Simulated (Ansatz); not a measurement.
# F2H4O2Si2: a ladder of functionals and wavefunction methods

One table from this session's results is given with a row withheld; the runs are named, their logs left out.

Computed with Ansatz 0.2.0, Gaussian basis. Level: functionals in def2-TZVPP, the program's frozen cores in correlated methods.

Plan: PBE-D4, r2SCAN-D4, PBE0-D4, B3LYP-D4, ωB97X-V, ωB97M-V, B2PLYP; CCSD(T)/def2-TZVPP; MP2/def2-QZVPP; extrapolation to the limit.

## Structure used throughout

All runs share one geometry, relaxed beforehand with PBE0-D4 in a triple-zeta def2 set.

SMILES `O[SiH](O)[SiH](F)F`, 10 atoms, charge 0, spin multiplicity 1.

Atoms are counted from 1 here; the program's logs count them from 0.

Bond lengths: O1–Si2 1.640 Å, O1–H7 0.958 Å, Si2–O3 1.641 Å, Si2–Si4 2.365 Å, Si2–H8 1.476 Å, O3–H9 0.958 Å, Si4–F5 1.601 Å, Si4–F6 1.601 Å, Si4–H10 1.483 Å. Angles: Si2–O1–H7 119.0°, O1–Si2–O3 115.1°, O1–Si2–Si4 107.9°, O1–Si2–H8 105.6°, O3–Si2–Si4 107.8°, O3–Si2–H8 105.7°, Si4–Si2–H8 115.0°, Si2–O3–H9 119.0°, Si2–Si4–F5 107.8°, Si2–Si4–F6 107.7°, Si2–Si4–H10 120.1°, F5–Si4–F6 106.1°, F5–Si4–H10 107.1°, F6–Si4–H10 107.1°.

Set-up of the first run:

Contents of in.yaml:

```yaml
crystal:
  periodic: [false, false, false]
  atoms:
    - {symbol: O, position_ang: [-0.563748, -1.877649, -0.599438]}
    - {symbol: Si, position_ang: [0.497605, -0.862193, 0.130821]}
    - {symbol: O, position_ang: [0.488391, -0.906026, 1.770839]}
    - {symbol: Si, position_ang: [-0.033966, 1.344487, -0.535032]}
    - {symbol: F, position_ang: [-1.377334, 1.283893, -1.403400]}
    - {symbol: F, position_ang: [-0.393593, 2.178178, 0.783490]}
    - {symbol: H, position_ang: [-1.461453, -1.579492, -0.752532]}
    - {symbol: H, position_ang: [1.837737, -1.330857, -0.274306]}
    - {symbol: H, position_ang: [-0.116395, -0.335455, 2.247375]}
    - {symbol: H, position_ang: [0.947957, 2.145613, -1.304417]}
basis:
  gaussian: {orbitals: def2-TZVPP}
hamiltonian: {xc: pbe, dispersion: d4}
output: {forces: true, orbitals: {seedname: orbitals}}
```

Started as:

```
$ ansatz run in.yaml --threads 4 --pin off --events-out ev --progress --plain --max-ram 10444MiB
```

Steps of the session up to this table: PBE-D4 (GGA); r2SCAN-D4 (meta-GGA); PBE0-D4 (hybrid); B3LYP-D4 (hybrid); ωB97X-V (range-separated); ωB97M-V (range-separated); B2PLYP (double hybrid); CCSD(T) in def2-TZVPP; MP2 in def2-QZVPP.

One table of the session follows, with a row left open; its other results are not shown here.

| method | atomisation energy (eV) |
| --- | --- |
| PBE-D4 | 40.596 |
| r2SCAN-D4 | 40.305 |
| PBE0-D4 | 39.614 |
| B3LYP-D4 | 39.970 |
| ωB97X-V | ? |
| ωB97M-V | 40.324 |
| B2PLYP | 39.780 |
| HF/def2-TZVPP | 29.055 |
| MP2/def2-TZVPP | 40.495 |
| CCSD/def2-TZVPP | 38.614 |
| CCSD(T)/def2-TZVPP | 39.220 |
| MP2/CBS | 41.864 |
| CCSD(T)/CBS | 40.588 |

Estimate the missing values for ωB97X-V.

As computed: atomisation energy (eV): 40.419. In the column «atomisation energy (eV)» it lies between ωB97M-V (40.324) and MP2/def2-TZVPP (40.495).
